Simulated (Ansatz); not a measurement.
# C2H5BOSe: a ladder of functionals and wavefunction methods

Aim: compute C2H5BOSe with functionals from several rungs and with coupled cluster. The yardstick is the atomisation energy at the CCSD(T) limit.

The runs use Ansatz 0.2.0, Gaussian basis; functionals in def2-TZVPP, the program's frozen cores in correlated methods.

Plan: PBE-D4, r2SCAN-D4, PBE0-D4, B3LYP-D4, ωB97X-V, ωB97M-V, B2PLYP; CCSD(T)/def2-TZVPP; MP2/def2-QZVPP; extrapolation to the limit.

### Step 1. The geometry

All runs share one geometry, relaxed beforehand with PBE0-D4 in a triple-zeta def2 set.

10 atoms, charge 0, spin multiplicity 1.

Atoms are counted from 1 here; the program's logs count them from 0.

Bond lengths: C1–B2 1.599 Å, C1–H6 1.092 Å, C1–H7 1.093 Å, C1–H8 1.094 Å, B2–C3 1.540 Å, B2–Se5 2.068 Å, B2–H9 1.212 Å, C3–O4 1.129 Å, Se5–H10 1.471 Å. Angles: B2–C1–H6 108.2°, B2–C1–H7 113.0°, B2–C1–H8 112.3°, H6–C1–H7 107.4°, H6–C1–H8 107.6°, H7–C1–H8 108.1°, C1–B2–C3 115.0°, C1–B2–Se5 118.1°, C1–B2–H9 117.4°, C3–B2–Se5 95.8°, C3–B2–H9 102.4°, Se5–B2–H9 105.0°, B2–C3–O4 177.7°, B2–Se5–H10 96.1°.

### Step 2. PBE-D4 (GGA)

in.yaml

```yaml
crystal:
  periodic: [false, false, false]
  atoms:
    - {symbol: C, position_ang: [-0.656398, -0.962046, 0.496170]}
    - {symbol: B, position_ang: [-0.065833, 0.508313, 0.283903]}
    - {symbol: C, position_ang: [-0.247259, 1.085265, -1.132660]}
    - {symbol: O, position_ang: [-0.345727, 1.536905, -2.162884]}
    - {symbol: Se, position_ang: [1.987425, 0.750522, 0.346841]}
    - {symbol: H, position_ang: [-0.400589, -1.289424, 1.506324]}
    - {symbol: H, position_ang: [-0.240874, -1.694634, -0.200078]}
    - {symbol: H, position_ang: [-1.745906, -0.988385, 0.405587]}
    - {symbol: H, position_ang: [-0.507667, 1.393506, 0.983428]}
    - {symbol: H, position_ang: [2.306026, -0.391225, -0.523631]}
basis:
  gaussian: {orbitals: def2-TZVPP}
hamiltonian: {xc: pbe, dispersion: d4}
output: {forces: true, orbitals: {seedname: orbitals}}
```

Started as:

```sh
> ansatz run in.yaml --threads 4 --pin off --events-out ev --progress --plain --max-ram 10444MiB
```

After this run come: r2SCAN-D4 (meta-GGA); PBE0-D4 (hybrid); B3LYP-D4 (hybrid); ωB97X-V (range-separated); ωB97M-V (range-separated); B2PLYP (double hybrid); CCSD(T) in def2-TZVPP; MP2 in def2-QZVPP.

Q: Predict the results of all the runs planned. Wanted: atomisation energy, CCSD(T)/CBS; farthest; mean size of error, hybrid; mean size of error, range-separated; gap, smallest and largest; T1 diagnostic; triples share of the correlation energy.

**Answer**, as computed:

| quantity | value |
| --- | --- |
| atomisation energy, CCSD(T)/CBS | 40.129 eV |
| functionals within 0.401 eV (1.0 %) | B3LYP-D4, ωB97X-V, ωB97M-V, B2PLYP |
| farthest | PBE-D4 (+1.449 eV) |
| mean size of error, hybrid | 0.276 eV |
| mean size of error, range-separated | 0.118 eV |
| gap, smallest and largest | 3.02 eV (PBE-D4), 9.54 eV (ωB97X-V) |
| T1 diagnostic | 0.0134 |
| triples share of the correlation energy | 4.3 % |

In words: PBE-D4 is off by +1.449 eV. Double hybrids carry the basis error of their MP2 part in triple zeta, and no dispersion term here, so their miss is partly the set-up's. The reference freezes the cores and leaves out relativity and excitations past (T), and its outer-core shells are covered unevenly, so misses under about 0.401 eV can't be ranked. All levels share the lack of spin-orbit coupling, which lowers the free heavy atoms and so the true binding. Hartree-Fock recovers 72 % of the binding; the rest is correlation. The gap grows from 3.0 to 9.5 eV across the functionals, mostly with the share of exact exchange. Correlated methods include outer-core shells of Se, which these sets cover unevenly.
